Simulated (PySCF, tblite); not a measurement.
# C₅H₁₀B₂F₂: geometry, infrared bands and NMR shifts

Aim: predict the infrared bands and NMR shifts of C₅H₁₀B₂F₂ (`B[C@H](B(F)F)C(=C)CC`).

Computed with tblite 0.8.0 and PySCF 2.14.0, with density-fitted response routines of our own, on a single molecule in the gas phase. Atoms count from 0, in the outputs and in this text.

## 1. Starting geometry

19 atoms, charge 0, multiplicity 1; geometry from: force field or distance geometry start.

Bonds of the start (Å): B0–C1 1.59, C1–B2 1.58, B2–F3 1.48, B2–F4 1.48, C1–C5 1.49, C5–C6 1.34, C5–C7 1.50, C7–C8 1.49, B0–H9 1.20, B0–H10 1.19, C1–H11 1.12, C6–H12 1.06, C6–H13 1.09, C7–H14 1.12, C7–H15 1.12, C8–H16 1.12, C8–H17 1.12, C8–H18 1.11.

## 2. Relaxing the molecule with GFN2-xTB

Job settings and geometry (Å):

```
{"job": {"kind": "relax", "xc": "GFN2-xTB", "basis": "xTB"}, "charge": 0, "multiplicity": 1}
B     -2.254100    -0.876400    -0.096000
C     -0.998900    -0.282500     0.687800
B     -1.272400     1.268000     0.770600
F     -1.041000     2.176200    -0.370200
F     -2.502900     1.596300     1.519200
C      0.213800    -0.634400    -0.099300
C      0.102600    -1.312000    -1.247000
C      1.606600    -0.253000     0.322400
C      1.827300     1.217300     0.455100
H     -2.447100    -0.349700    -1.154800
H     -2.460200    -2.043300    -0.050000
H     -0.954100    -0.747600     1.709200
H      0.950800    -1.574900    -1.821500
H     -0.868900    -1.627200    -1.617300
H      2.343400    -0.577300    -0.462300
H      1.915200    -0.803300     1.242200
H      1.287600     1.619300     1.345500
H      2.911600     1.414700     0.670700
H      1.631000     1.799100    -0.471900
```

Run with:

```console
$ OMP_NUM_THREADS=1 python probes_run.py task.json out
```

One launch serves the whole session: the jobs run in the order shown.

**Question.** This job is followed by: GFN2-xTB harmonic vibrations, gas phase; GIAO PBE0/pcSseg-1 NMR shielding, non-relativistic, gas phase. Predict these results of the whole session: strongest single infrared mode (GFN2-xTB); zero-point energy (GFN2-xTB); 13C shifts against TMS (PBE0/pcSseg-1); 1H shifts against TMS (PBE0/pcSseg-1, means over atoms taken as alike); 11B shifts against BF3·OEt2 (PBE0/pcSseg-1); 19F shifts against CFCl3 (PBE0/pcSseg-1, means over atoms taken as alike).

The runs gave:

| quantity | value |
| --- | --- |
| strongest single infrared mode (GFN2-xTB) | 1277 cm⁻¹, 298 km/mol |
| zero-point energy (GFN2-xTB) | 90.5 kcal/mol |
| 13C shifts against TMS (PBE0/pcSseg-1) | 160.2, 116.3, 58.1, 39.1, 17.9 ppm |
| 1H shifts against TMS (PBE0/pcSseg-1, means over atoms taken as alike) | 7.89, 5.47, 5.45, 3.29, 2.36, 1.77, 1.09 ppm |
| 11B shifts against BF3·OEt2 (PBE0/pcSseg-1) | 90.8, 25.2 ppm |
| 19F shifts against CFCl3 (PBE0/pcSseg-1, means over atoms taken as alike) | -63.4 ppm |

**Reading.** Relaxing lowered the energy by 1.647 eV in 171 steps; the close pair that moved most is B2–F3, from 1.476 to 1.316 Å. All 51 modes are real, so the xTB geometry is a minimum. The strongest single mode, at 1277 cm⁻¹, moves mainly B2. GFN2-xTB is a fitted tight-binding method: band positions and strengths are rough. Its intensities can rank the bands wrongly. C5 (fully substituted alkene carbon) lies farthest downfield among carbon, at 160.2 ppm; an sp2 carbon of a C=C bond. At PBE0/pcSseg-1: The widest tensor belongs to F3, F4: span 307 ppm, with a paramagnetic part of -234 ppm.
